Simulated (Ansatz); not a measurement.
# Ca2B4Rh5: the cost of one run

All numbers below are computed with Ansatz 0.2.0 (DFT PBE, plane waves, PAW, scalar-relativistic, no spin polarisation).

## Step 1: The system as given

The cell holds 11 atoms (B4Ca2Rh5): a = 5.957 Å, b = 4.820 Å, c = 6.172 Å, α = 69.47°, β = 91.56°, γ = 95.75°.

As a file:

```xyz
11
Lattice="5.8057 -0.0951 1.3304 -0.1135 4.6299 -1.3367 -1.2231 3.6224 4.8450" Properties=species:S:1:pos:R:3 pbc="T T T"
B     1.9681    3.7244    4.7433
B     0.0831    6.4956    3.5759
B     5.1125    3.0837    1.8764
B     0.5229    4.8821    4.3845
Rh   -0.3414    4.7696    2.3654
Rh    3.4406    2.2747    0.5954
Rh    4.5006    4.8082    0.2901
Ca    3.0296    4.2178    2.5903
Ca    1.2769    4.6395    0.2064
Rh    4.6098    2.4341    4.6177
Rh    1.6839    6.5707    2.0904
```

## Step 2: The run

input.yaml reads:

```yaml
crystal:
  lattice:
    - [5.805714, -0.095081, 1.330433]
    - [-0.113451, 4.629925, -1.336718]
    - [-1.223072, 3.622373, 4.844966]
  atoms:
    - { symbol: B, position: [0.525218, 0.133298, 0.871577] }
    - { symbol: B, position: [0.213391, 0.720255, 0.878186] }
    - { symbol: B, position: [0.944914, 0.48151, 0.260666] }
    - { symbol: B, position: [0.290411, 0.341156, 0.919342] }
    - { symbol: Rh, position: [0.081949, 0.548984, 0.617179] }
    - { symbol: Rh, position: [0.617332, 0.444512, 0.076019] }
    - { symbol: Rh, position: [0.816214, 0.97363, 0.104357] }
    - { symbol: Ca, position: [0.638593, 0.528844, 0.50519] }
    - { symbol: Ca, position: [0.278855, 0.850732, 0.200746] }
    - { symbol: Rh, position: [0.940483, 0.001161, 0.695165] }
    - { symbol: Rh, position: [0.431554, 0.973131, 0.581434] }
kpoints:
  mp_grid: { grid: [3, 3, 3] }
magnetization:
  spin_polarized: false
scf:
  occupations: { method: cold, width: 0.15 }
hamiltonian:
  pseudopotentials: { kind: paw }
  xc: pbe
basis:
  ecutwfc: 420
md:
  timestep: 1.0
  n_steps: 40
  ensemble: nvt_langevin
  temperature: 600.0
  initial_velocities: maxwell_boltzmann
  seed: 39795
```

On the command line:

```
> ansatz run input.yaml --threads 2 --pin off --max-ram 2560MiB --backend cpu --events-out ev --progress --plain --runs-dir out
```

**Question.** How long does this run take on 2 threads of AMD EPYC 9R45 (Zen 5), shared host, and how much memory does it need?

About 79 s, with a peak of 0.63 GiB.
